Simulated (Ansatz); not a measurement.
# C₃H₁₀GaN: how energies converge with the basis set

One table from this session's results is given with a row withheld; the runs are named, their logs left out.

Computed with Ansatz 0.2.0, Gaussian basis. Level: one geometry, several basis sets.

Plan: PBE0-D4/def2-SVP; ωB97M-V/def2-SVP; PBE0-D4/def2-QZVPP; ωB97M-V/def2-QZVPP; the functionals' def2-TZVPP values are taken from earlier runs.

### Structure used throughout

The geometry comes from an earlier relaxation with PBE0-D4 in a triple-zeta def2 set; it is a stationary point, not always the lowest conformer.

15 atoms, charge 0, spin multiplicity 1.

Atoms are counted from 1 here; the program's logs count them from 0.

Bond lengths: C1–C2 1.515 Å, C1–H6 1.092 Å, C1–H7 1.094 Å, C1–H8 1.092 Å, C2–C3 1.523 Å, C2–N4 1.450 Å, C2–H9 1.102 Å, C3–H10 1.093 Å, C3–H11 1.094 Å, C3–H12 1.093 Å, N4–Ga5 1.819 Å, N4–H13 1.010 Å, Ga5–H14 1.558 Å, Ga5–H15 1.564 Å. Angles: C2–C1–H6 111.5°, C2–C1–H7 110.8°, C2–C1–H8 110.3°, H6–C1–H7 108.0°, H6–C1–H8 108.1°, H7–C1–H8 108.0°, C1–C2–C3 110.9°, C1–C2–N4 111.3°, C1–C2–H9 107.4°, C3–C2–N4 110.8°, C3–C2–H9 107.5°, N4–C2–H9 108.8°, C2–C3–H10 111.0°, C2–C3–H11 110.2°, C2–C3–H12 111.1°, H10–C3–H11 108.0°, H10–C3–H12 107.8°, H11–C3–H12 108.6° and more.

Set-up of the first run:

The input, in.yaml:

```yaml
crystal:
  periodic: [false, false, false]
  atoms:
    - {symbol: C, position_ang: [-0.962389, -0.918263, 0.551884]}
    - {symbol: C, position_ang: [0.257191, -0.025651, 0.655011]}
    - {symbol: C, position_ang: [1.535990, -0.825571, 0.443376]}
    - {symbol: N, position_ang: [0.181239, 1.080772, -0.279112]}
    - {symbol: Ga, position_ang: [-1.052234, 1.573959, -1.521690]}
    - {symbol: H, position_ang: [-1.883312, -0.361667, 0.739790]}
    - {symbol: H, position_ang: [-1.034841, -1.363426, -0.445163]}
    - {symbol: H, position_ang: [-0.900993, -1.729080, 1.280414]}
    - {symbol: H, position_ang: [0.284584, 0.376655, 1.680143]}
    - {symbol: H, position_ang: [2.417401, -0.183146, 0.520693]}
    - {symbol: H, position_ang: [1.536221, -1.280821, -0.550922]}
    - {symbol: H, position_ang: [1.633045, -1.618518, 1.189915]}
    - {symbol: H, position_ang: [1.004795, 1.663422, -0.230863]}
    - {symbol: H, position_ang: [-2.366891, 0.757978, -1.707560]}
    - {symbol: H, position_ang: [-0.649786, 2.853354, -2.325906]}
basis:
  gaussian: {orbitals: def2-SVP}
hamiltonian: {xc: pbe0, dispersion: d4}
output: {orbitals: {seedname: orbitals}}
```

On the command line:

```bash
$ ansatz run in.yaml --threads 4 --pin off --events-out ev --progress --plain --max-ram 10444MiB
```

Steps of the session up to this table: PBE0-D4 in def2-SVP; ωB97M-V in def2-SVP; PBE0-D4 in def2-QZVPP; ωB97M-V in def2-QZVPP.

One table of the session follows, with a row left open; its other results are not shown here.

It belongs to the step «Functionals by basis». 

| functional | basis | HOMO (eV) |
| --- | --- | --- |
| PBE0-D4 | def2-SVP | -6.67 |
| PBE0-D4 | def2-TZVPP | -6.74 |
| PBE0-D4 | def2-QZVPP | -6.75 |
| ωB97M-V | def2-SVP | -8.95 |
| ωB97M-V | def2-TZVPP | ? |
| ωB97M-V | def2-QZVPP | -9.06 |

Estimate the missing values for ωB97M-V, def2-TZVPP.

The run gave: HOMO (eV): -9.05. In the column «HOMO (eV)» it lies between ωB97M-V, def2-QZVPP (-9.06) and ωB97M-V, def2-SVP (-8.95).
